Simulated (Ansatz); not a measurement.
# Alloy of GaAs and GaBi (6 of 32 As sites exchanged), 64 atoms

How does this alloy cell relax, and what gap do PBEsol and r²SCAN give?

All numbers are computed with Ansatz 0.2.0 (PAW, plane waves).

## 1. The system as built

64 atoms (32 Ga, 26 As, 6 Bi); a = 11.578 Å, b = 11.578 Å, c = 11.578 Å, α = 90.00°, β = 90.00°, γ = 90.00°. All atoms were shaken off their sites by about 0.02 Å along each axis.

Steps to follow: (2) PBEsol cell relaxation at the single k point (¼, ¼, ¼), on 1 × NVIDIA GB200 with 8 threads of Arm Neoverse-V2; (3) r²SCAN single point at the single k point (¼, ¼, ¼), on 1 × NVIDIA GB200 with 8 threads of Arm Neoverse-V2.

## 2. PBEsol relaxation of the cell and the positions

The input, in.yaml:

```yaml
crystal:
  lattice:
    - [11.577542, 0.000000, 0.000000]
    - [0.000000, 11.577542, 0.000000]
    - [0.000000, 0.000000, 11.577542]
  atoms:
    - { symbol: Ga, position: [0.999835, 0.001342, 0.004767] }
    - { symbol: Ga, position: [0.002126, 0.001561, 0.500327] }
    - { symbol: Ga, position: [0.997344, 0.501605, 0.000210] }
    - { symbol: Ga, position: [0.003444, 0.498668, 0.496459] }
    - { symbol: Ga, position: [0.501419, 0.000039, 0.998792] }
    - { symbol: Ga, position: [0.501637, 0.999019, 0.498770] }
    - { symbol: Ga, position: [0.502818, 0.499023, 0.004832] }
    - { symbol: Ga, position: [0.499561, 0.501839, 0.500192] }
    - { symbol: Ga, position: [0.248789, 0.249473, 0.001248] }
    - { symbol: Ga, position: [0.251555, 0.247712, 0.501065] }
    - { symbol: Ga, position: [0.250648, 0.749205, 0.000664] }
    - { symbol: Ga, position: [0.249001, 0.751833, 0.499559] }
    - { symbol: Ga, position: [0.749939, 0.252160, 0.001039] }
    - { symbol: Ga, position: [0.746999, 0.253630, 0.498882] }
    - { symbol: Ga, position: [0.749709, 0.748527, 0.998999] }
    - { symbol: Ga, position: [0.747736, 0.749719, 0.500549] }
    - { symbol: Ga, position: [0.247150, 0.999455, 0.252396] }
    - { symbol: Ga, position: [0.250311, 0.000837, 0.751578] }
    - { symbol: Ga, position: [0.251706, 0.496881, 0.249258] }
    - { symbol: Ga, position: [0.251567, 0.500061, 0.752036] }
    - { symbol: Ga, position: [0.750237, 0.000952, 0.249714] }
    - { symbol: Ga, position: [0.750062, 0.999036, 0.750238] }
    - { symbol: Ga, position: [0.752308, 0.499988, 0.249984] }
    - { symbol: Ga, position: [0.751577, 0.500030, 0.750701] }
    - { symbol: Ga, position: [0.998909, 0.251953, 0.248237] }
    - { symbol: Ga, position: [0.999799, 0.248580, 0.750333] }
    - { symbol: Ga, position: [0.999958, 0.747307, 0.251049] }
    - { symbol: Ga, position: [0.998351, 0.751826, 0.748910] }
    - { symbol: Ga, position: [0.499578, 0.250423, 0.253364] }
    - { symbol: Ga, position: [0.498027, 0.252513, 0.747131] }
    - { symbol: Ga, position: [0.503504, 0.750640, 0.247916] }
    - { symbol: Ga, position: [0.502123, 0.748997, 0.747291] }
    - { symbol: As, position: [0.123476, 0.125000, 0.124643] }
    - { symbol: As, position: [0.123605, 0.123842, 0.624292] }
    - { symbol: As, position: [0.126427, 0.623988, 0.622886] }
    - { symbol: As, position: [0.623908, 0.125156, 0.624749] }
    - { symbol: As, position: [0.625684, 0.623165, 0.124471] }
    - { symbol: As, position: [0.627412, 0.625717, 0.623942] }
    - { symbol: As, position: [0.371656, 0.376042, 0.625556] }
    - { symbol: As, position: [0.374372, 0.874964, 0.125241] }
    - { symbol: As, position: [0.377663, 0.873968, 0.624435] }
    - { symbol: As, position: [0.876065, 0.372936, 0.124099] }
    - { symbol: As, position: [0.874740, 0.377618, 0.626635] }
    - { symbol: As, position: [0.873750, 0.875563, 0.123713] }
    - { symbol: As, position: [0.377798, 0.125856, 0.377371] }
    - { symbol: As, position: [0.374057, 0.625932, 0.374742] }
    - { symbol: As, position: [0.373486, 0.626689, 0.875648] }
    - { symbol: As, position: [0.872971, 0.125010, 0.875435] }
    - { symbol: As, position: [0.876096, 0.625243, 0.373647] }
    - { symbol: As, position: [0.874348, 0.625001, 0.876333] }
    - { symbol: As, position: [0.124565, 0.377647, 0.376143] }
    - { symbol: As, position: [0.123190, 0.373192, 0.878814] }
    - { symbol: As, position: [0.127046, 0.873999, 0.375070] }
    - { symbol: As, position: [0.127792, 0.874040, 0.876856] }
    - { symbol: As, position: [0.623782, 0.374506, 0.373973] }
    - { symbol: As, position: [0.625111, 0.374127, 0.874329] }
    - { symbol: As, position: [0.623365, 0.873390, 0.375089] }
    - { symbol: As, position: [0.626144, 0.878113, 0.873805] }
    - { symbol: Bi, position: [0.124258, 0.625710, 0.125651] }
    - { symbol: Bi, position: [0.621764, 0.126580, 0.124203] }
    - { symbol: Bi, position: [0.374276, 0.376630, 0.126764] }
    - { symbol: Bi, position: [0.873831, 0.875067, 0.624427] }
    - { symbol: Bi, position: [0.376711, 0.125551, 0.874934] }
    - { symbol: Bi, position: [0.872800, 0.121838, 0.376015] }
  symmetry: { detect: false }
kpoints:
  mp_grid: { grid: [1, 1, 1], shift: [0.25, 0.25, 0.25] }
hamiltonian:
  xc: pbesol
scf:
  occupations: { method: fermi_dirac, width: 0.01 }
relax:
  f_tol: 0.03
  max_steps: 80
  escape_saddle: false
  adjacent_minimum: "off"
  cell: { fix: [shape] }
output:
  forces: true
  eigenvalues: true
  populations: true
```

The run is started by

```bash
> ansatz run in.yaml --threads 8 --pin off --max-ram 118750MiB --runs-dir r --events-out ev --progress --plain --backend cuda --devices 0, --max-vram 170GiB
```

Further steps of the session: Single point with r²SCAN.

What does the calculation give? Wanted: for each run, top filled to lowest empty.

The runs gave:

| level | time | top filled to lowest empty (eV) |
| --- | --- | --- |
| PBEsol, relaxation | 5.7 s (GPU) | 0.65 |
| r²SCAN | 5.3 s (GPU) | 1.04 |

| quantity | value |
| --- | --- |
| relaxation | 5 recorded steps, 3.56 eV gained |
| largest shift | 0.26 Å (Ga19) |
| relaxed cell | a = 11.564 Å, b = 11.564 Å, c = 11.564 Å, α = 90.00°, β = 90.00°, γ = 90.00° |
| mean bonds | As–Ga 2.471, Bi–Ga 2.661 Å |

The relaxation lowers the energy by 3.56 eV; the largest shift is 0.26 Å (Ga19), while the volume changes by -0.4 %. The mean lengths of the listed bonds run from As–Ga 2.47 Å to Bi–Ga 2.66 Å. No spin–orbit coupling is included; with elements this heavy it would shift the edges. With one k point the spacing samples only the states that fold onto it, so it can exceed the gap over the zone.
